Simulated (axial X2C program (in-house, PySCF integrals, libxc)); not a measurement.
# Ca₂⁺: EOM-IP-CCSD levels

Aim: EOM-IP-CCSD levels of Ca₂⁺, with spin–orbit coupling in the Hamiltonian from the start.

Method: two-component X2C with atomic mean-field terms, Ca dyall-cv3z; program: an in-house X2C program for linear molecules on PySCF integrals.

All values are calculated.

## (1) Input

Input file task.json:

```json
{"zs": [20, 20], "q": 1, "bas": ["dyall-cv3z", "dyall-cv3z"], "r0": 3.42, "eom": "ip", "rq": 0, "thr": -2.0, "nmax": 95, "grid": [1, 0.96, 1.045, 0.92, 1.09, 1.15]}
```

Keys: zs atomic numbers; q charge; bas basis sets; r0 starting distance in Å; eom kind of EOM run; thr threshold in hartree for freezing inner shells (an s shell follows its p shell); nmax most natural virtual spinors; grid distances as factors.

The run is started by

```sh
$ python soeom.py task.json out
```

After this run come: EOM-IP-CCSD at 4.235 Å.

Before running it: what results should come out? Wanted: next root led by one particle; T1 of the reference.

**Answer**, as computed:

| quantity | value |
| --- | --- |
| lowest root at 4.235 Å | Ω = 1/2, 5.129 eV |
| next root led by one particle | Ω = 1/2, about 10200 cm⁻¹ higher |
| T1 of the reference | 0.013 |

Removing an electron from the reference determinant of Ca₂ costs 5.13 eV and empties a spinor of 72% Ca sσ, 12% Ca pσ. Errors of 0.1 to 0.3 eV are usual at this size, and roots led by higher excitations are left out, so the list is incomplete, and low states of that kind can be missing. g and u states are not told apart.
